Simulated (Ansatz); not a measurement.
# Zr3ZnN3: the cost of one run

Program: Ansatz 0.2.0. Level of theory: DFT PBE, scalar-relativistic, plane waves, PAW, unless a step names another level. These are calculated values, not measurements.

### 1 Starting point

It takes space group P4/mmm (No. 123, tetragonal). The conventional cell has a = 3.199 Å, b = 3.199 Å, c = 8.911 Å, α = 90.00°, β = 90.00°, γ = 90.00°. Around Zr (site symmetry 4/mmm) lie 6 N at 2.20 to 2.26 Å. Zr (site symmetry 4mm) has 5 N at 2.28 to 2.45 Å as nearest neighbours. Around Zn (site symmetry 4/mmm) lie 2 N at 2.25 Å. N (site symmetry 4mm) is surrounded by 5 Zr at 2.20 to 2.28 Å and 1 Zn at 2.25 Å. N (site symmetry 4/mmm) is surrounded by 6 Zr at 2.26 to 2.45 Å.

As a file:

```cif
data_structure
_symmetry_space_group_name_H-M 'P 1'
_symmetry_Int_Tables_number 1
_cell_length_a 3.1990
_cell_length_b 3.1990
_cell_length_c 8.9107
_cell_angle_alpha 90.000
_cell_angle_beta 90.000
_cell_angle_gamma 90.000
_cell_volume 91.19
loop_
_atom_site_label
_atom_site_type_symbol
_atom_site_fract_x
_atom_site_fract_y
_atom_site_fract_z
_atom_site_occupancy
Zr1 Zr 0.00000 0.00000 0.50000 1
Zr2 Zr 0.50000 0.50000 0.77515 1
Zr3 Zr 0.50000 0.50000 0.22485 1
Zn1 Zn 0.00000 0.00000 0.00000 1
N1 N 0.00000 0.00000 0.74709 1
N2 N 0.00000 0.00000 0.25291 1
N3 N 0.50000 0.50000 0.50000 1
```

It came out lowest among 25 distinct ends of the trial cells. At a tolerance of 0.05 Å it has space group P4/mmm (No. 123).

### 2 A stricter relaxation, on the response runs' mesh and smearing

Input file input.yaml:

```yaml
crystal:
  lattice:
    - [3.1990358556, 0.0, 0.0]
    - [0.0, 3.1990358556, 0.0]
    - [0.0, 0.0, 8.910704297]
  atoms:
    - { symbol: Zr, position: [0.0, 0.0, 0.5] }
    - { symbol: Zr, position: [0.5, 0.5, 0.7751545309] }
    - { symbol: Zr, position: [0.5, 0.5, 0.2248454691] }
    - { symbol: Zn, position: [0.0, 0.0, 0.0] }
    - { symbol: "N", position: [0.0, 0.0, 0.7470881109] }
    - { symbol: "N", position: [0.0, 0.0, 0.2529118891] }
    - { symbol: "N", position: [0.5, 0.5, 0.5] }
basis:
  ecutwfc: 420
kpoints:
  mp_grid: { grid: [10, 10, 4] }
hamiltonian:
  xc: pbe
scf:
  occupations: { method: gaussian, width: 0.1 }
output:
  forces: true
  stress: true
  eigenvalues: true
relax:
  adjacent_minimum: "off"
  f_tol: 0.001
  max_steps: 60
  cell: { stress_tol: 0.01 }
```

Launch:

```
$ ansatz run input.yaml --threads 3 --pin off --max-ram 7680MiB --backend cpu --events-out ev --progress --plain --runs-dir out
```

**Question.** How long does this run take on 3 threads of AMD EPYC 7R43 (Zen 3), shared host, and how much memory does it need?

About 15 s, with a peak of 0.58 GiB.
